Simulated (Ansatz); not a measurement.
# AlGaHO+ (triplet): wave-function methods side by side, cc-pVDZ

One table from this session's results is given with a row withheld; the runs are named, their logs left out.

Program: Ansatz 0.2.0, Gaussian basis. Level of theory: cc-pVDZ, core rule «outside noble gas», up to 20 orbitals frozen. These are calculated values, not measurements.

The runs, in order: UHF; CCSD(T) on ROHF; CCSD(T) on UHF; BCCD(T) on ROHF; CISD; CCSDT(Q) on ROHF; CCSDT(Q) on UHF; CASSCF and MRCISD+Q, 10 electrons in 10 orbitals; CASSCF and NEVPT2, 10 electrons in 10 orbitals.

29 further runs of the same task are left out: 15 that didn't finish, 14 set aside as unsound or not needed.

**The geometry**

The geometry is a PBE0/def2-TZVP stationary point (not a proven minimum) of the parent state, kept for this charge and spin. No spin-orbit coupling is included. The filled d shell of Ga may be among the frozen orbitals whatever the setting's name suggests; the logs give the count.

4 atoms, charge 1, spin multiplicity 3.

Atoms are counted from 1 here; the program's logs count them from 0.

Bond lengths: Al1–Ga2 2.296 Å, Ga2–O3 1.723 Å, O3–H4 0.948 Å. Angles: Al1–Ga2–O3 180.0°, Ga2–O3–H4 180.0°.

Geometry (Å):

```xyz
4

Al    0.0000    0.0000   -2.8209
Ga    0.0000    0.0000   -0.5246
O     0.0000    0.0000    1.1988
H     0.0000    0.0000    2.1467
```

The first run:

Input file in.yaml:

```yaml
crystal:
  periodic: [false, false, false]
  atoms:
    - {symbol: Al, position_ang: [0.000000, 0.000000, -2.820900]}
    - {symbol: Ga, position_ang: [0.000000, 0.000000, -0.524600]}
    - {symbol: O, position_ang: [0.000000, 0.000000, 1.198800]}
    - {symbol: H, position_ang: [0.000000, 0.000000, 2.146700]}
basis:
  gaussian: {orbitals: cc-pVDZ}
total_charge: 1
magnetization: {spin_polarized: true, initial_magnetization: 2}
hamiltonian: {xc: hf}
output: {orbitals: {seedname: orbitals}}
```

On the command line:

```
ansatz run in.yaml --threads 1 --pin off --events-out ev --progress --plain --max-ram 2393MiB
```

Among the steps run: UHF; CCSD(T) on ROHF; CCSD(T) on UHF; BCCD(T) on ROHF; CISD; CCSDT(Q) on ROHF; CCSDT(Q) on UHF; CASSCF and MRCISD+Q, 10 electrons in 10 orbitals; CASSCF and NEVPT2, 10 electrons in 10 orbitals.

One table of the session follows, with a row left open; its other results are not shown here.

```
           method  from UCCSDT(Q) (kJ/mol)
             ROHF                   +738.5
              UHF                   +734.0
             RMP2                    +72.5
             UMP2                    +71.6
            RCCSD                        ?
            UCCSD                    +25.3
         RCCSD(T)                     +5.4
         UCCSD(T)                     +5.2
          BCCD(T)                     +5.0
           RCCSDT                     +2.8
           UCCSDT                     +2.6
        RCCSDT(Q)                     +0.7
        UCCSDT(Q)                        0
  CASSCF frontier                   +387.8
  NEVPT2 frontier                   +110.1
  MRCISD frontier                    +32.9
MRCISD+Q frontier                     +7.8
```

**Question.** Estimate the row for RCCSD.

The run gave: from UCCSDT(Q) (kJ/mol): +25.5. In the column «from UCCSDT(Q) (kJ/mol)» it lies between UCCSD (+25.3) and MRCISD frontier (+32.9).

Not comparable, so not listed: CISD (they don't share determinant, frozen orbitals or solution with the rows shown, or repeat one).

Caveats from the session: Restricted and unrestricted rows rest on different reference determinants; where their highest levels disagree by more than a few hundredths of an eV, they describe different states and don't form one ladder.
